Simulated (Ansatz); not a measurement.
# CdS: a single-point run

The task is a single-point run on CdS. The structure is shown as the input types it.

Program: Ansatz 0.2.0. Level of theory: density functional or hybrid calculation with the settings of its input, plane waves. These are calculated values, not measurements.

1 further run of the same task is left out (it didn't finish).

**1. The system as given**

Symmetry: F-43m, No. 216, cubic system. The conventional cell has a = 5.878 Å, b = 5.878 Å, c = 5.878 Å, α = 90.00°, β = 90.00°, γ = 90.00°. Cd (site symmetry -43m) has 4 S at 2.55 Å as nearest neighbours. S (site symmetry -43m) is surrounded by 4 Cd at 2.55 Å.

Coordinates:

```
CELL_PARAMETERS angstrom
0.00000 2.93921 2.93921
2.93921 0.00000 2.93921
2.93921 2.93921 0.00000
ATOMIC_POSITIONS crystal
Cd 0.00000 0.00000 0.00000
S 0.25000 0.25000 0.25000
```

**2. Input and run**

Input file input.yaml:

```yaml
crystal:
  lattice:
    - [0.0, 2.9392138883, 2.9392138883]
    - [2.9392138883, 0.0, 2.9392138883]
    - [2.9392138883, 2.9392138883, 0.0]
  atoms:
    - { symbol: Cd, position: [0.0, 0.0, 0.0] }
    - { symbol: S, position: [0.25, 0.25, 0.25] }
kpoints:
  mp_grid: { grid: [6, 6, 6] }
hamiltonian:
  xc: r2scan
scf:
  occupations: { method: gaussian, width: 1.5 }
  n_extra_bands: 4
output:
  forces: true
  stress: true
  eigenvalues: true
```

Started as:

```bash
> ansatz run input.yaml --threads 4 --pin off --max-ram 3686MiB --backend cpu --events-out ev --progress --plain --runs-dir out
```

Q: Will this input give a usable result? If not, why, and what should change?

The run converged and reported no error. Convergence says nothing about whether the input makes sense.

In the input, scf.occupations.width is 1.5. The width is far wider than usual, so occupations near the Fermi level are blurred and the entropy term grows.

To check: set scf.occupations.width to 0.05.
